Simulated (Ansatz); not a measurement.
# Cd: the order of phases at one pressure

Which of fcc, bcc, hcp, diamond, simple hexagonal, beta tin has the lowest enthalpy for Cd at one common pressure? The runs shown use PAW.

Computed with Ansatz 0.2.0 (DFT, LDA, PAW with Ansatz's default frozen-core files, scalar-relativistic, unless a step's input says otherwise).

### 1 Starting point

The structure is cubic, space group Fm-3m (No. 225). Conventional cell: a = 4.329 Å, b = 4.329 Å, c = 4.329 Å, α = 90.00°, β = 90.00°, γ = 90.00°. Cd (site symmetry m-3m) is surrounded by 12 Cd at 3.06 Å.

Structure file:

```
Cd
1.0
     0.00000    2.16434    2.16434
     2.16434    0.00000    2.16434
     2.16434    2.16434    0.00000
Cd
1
Direct
  0.00000 0.00000 0.00000
```

### 2 Cell relaxed at zero pressure, PAW

File input.yaml:

```yaml
crystal:
  lattice:
    - [0.0, 2.1643354282, 2.1643354282]
    - [2.1643354282, 0.0, 2.1643354282]
    - [2.1643354282, 2.1643354282, 0.0]
  atoms:
    - { symbol: Cd, position: [0.0, 0.0, 0.0] }
kpoints:
  mp_grid: { grid: [16, 16, 16] }
scf:
  occupations: { method: fermi_dirac, width: 0.08 }
hamiltonian:
  xc: lda
  pseudopotentials: { kind: paw }
output:
  forces: true
  stress: true
relax:
  f_tol: 0.005
  max_steps: 40
  cell: {}
```

The run is started by

```bash
$ ansatz run input.yaml --threads 1 --pin off --max-ram 3584MiB --backend cpu --events-out ev --progress --plain --runs-dir out
```

Further steps of the session: Volume scaled by 0.777, to set the pressure, PAW; Fcc relaxed under pressure, PAW; Bcc relaxed under pressure, PAW; Hcp relaxed under pressure, PAW; Diamond relaxed under pressure, PAW; Simple hexagonal relaxed under pressure, PAW; Beta tin relaxed under pressure, PAW.

Before running it: what results should come out? Wanted: pressure; lowest.

The runs gave:

```
    quantity                         value
    pressure                        35 GPa
lowest (PAW)  hcp, 31.2 meV/atom under fcc
```

By PAW the order is hcp < fcc < bcc < simple hexagonal < beta tin < diamond. Only these structures were tried, with electrons smeared by 0.08 eV and without vibrations, so the true ground state may be another. The k meshes differ between phases and weren't tested, which can move differences by some meV.
